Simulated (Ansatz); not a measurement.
# MgNi3C: the cost of one run

All numbers are computed with Ansatz 0.2.0 through its Python package. The levels of theory stand in the script.

## (1) The structure

It takes space group Pm-3m (No. 221, cubic). Conventional cell: a = 3.809 Å, b = 3.809 Å, c = 3.809 Å, α = 90.00°, β = 90.00°, γ = 90.00°. Mg (site symmetry m-3m) is surrounded by 12 Ni at 2.69 Å. Ni (site symmetry 4/mmm) has 2 C at 1.90 Å as nearest neighbours. C (site symmetry m-3m) is surrounded by 6 Ni at 1.90 Å.

The script holds or builds the structure itself.

## (2) The code

mgni3c_lattice.py reads:

```python
"""Relaxed cell of MgNi3C under several functionals."""

from dataclasses import dataclass
import warnings

import ansatz as az
from ase import Atoms
import numpy as np


@dataclass(frozen=True)
class RunConfig:
    kgrid: tuple[int, ...] = (9, 9, 9)
    cutoff_ev: int = 420
    filling: str = "Fermi-Dirac"


cfg = RunConfig()

def edges_and_angles(cell):
    cell = np.asarray(cell)
    a, b, c = np.linalg.norm(cell, axis=1)
    cosines = cell[1] @ cell[2] / (b * c), cell[0] @ cell[2] / (a * c), cell[0] @ cell[1] / (a * b)
    return (a, b, c, *np.degrees(np.arccos(cosines)))

warnings.simplefilter("ignore", az.DeckWarning)

atoms = Atoms(
    ["Mg", "Ni", "Ni", "Ni", "C"],
    scaled_positions=[
        (0.0, 0.0, 0.0),
        (0.0, 0.5, 0.5),
        (0.5, 0.0, 0.5),
        (0.5, 0.5, 0.0),
        (0.5, 0.5, 0.5),
    ],
    cell=[
        (3.8089, 0.0, 0.0),
        (0.0, 3.8089, 0.0),
        (0.0, 0.0, 3.8089),
    ],
    pbc=True,
)
atoms.set_initial_magnetic_moments([0.0, 1.5, 1.5, 1.5, 0.0])
structure = az.Crystal.from_ase(atoms)

calc = (
    structure.calculation()
    .spin(az.SpinTreatment.COLLINEAR)
    .kpoints(*cfg.kgrid, shift=0.5)
    .basis(cfg.cutoff_ev)
    .occupations(cfg.filling)
    .accuracy("low")
    .relax(cell=True, max_steps=40)
)

levels = [("lda", "none"), ("pbesol", "none"), ("blyp", "d3bj")]
print("level            a       b       c    alpha   beta  gamma  V/atom  steps")
for name, dispersion in levels:
    seen = []
    run = calc.functional(name, dispersion=dispersion).session().plan()
    result = run.execute(on_event=lambda e: seen.append(e) if e["event"] == "relax_step" else None)
    cell = result.lattice.cell_ang
    label = name if dispersion == "none" else f"{name}+{dispersion}"
    print("{:13s} {:7.4f} {:7.4f} {:7.4f} {:6.2f} {:6.2f} {:6.2f}".format(label, *edges_and_angles(cell)), f"{abs(np.linalg.det(cell)) / len(result.lattice.sites):7.3f} {len(seen):5d}")
```

## (3) The run

Launch:

```
$ python mgni3c_lattice.py
```

What time and memory should one allow on 1 thread of Intel Xeon Platinum 8375C at 2.90GHz (Ice Lake), shared host?

About 2.1 min, with a peak of 0.58 GiB.
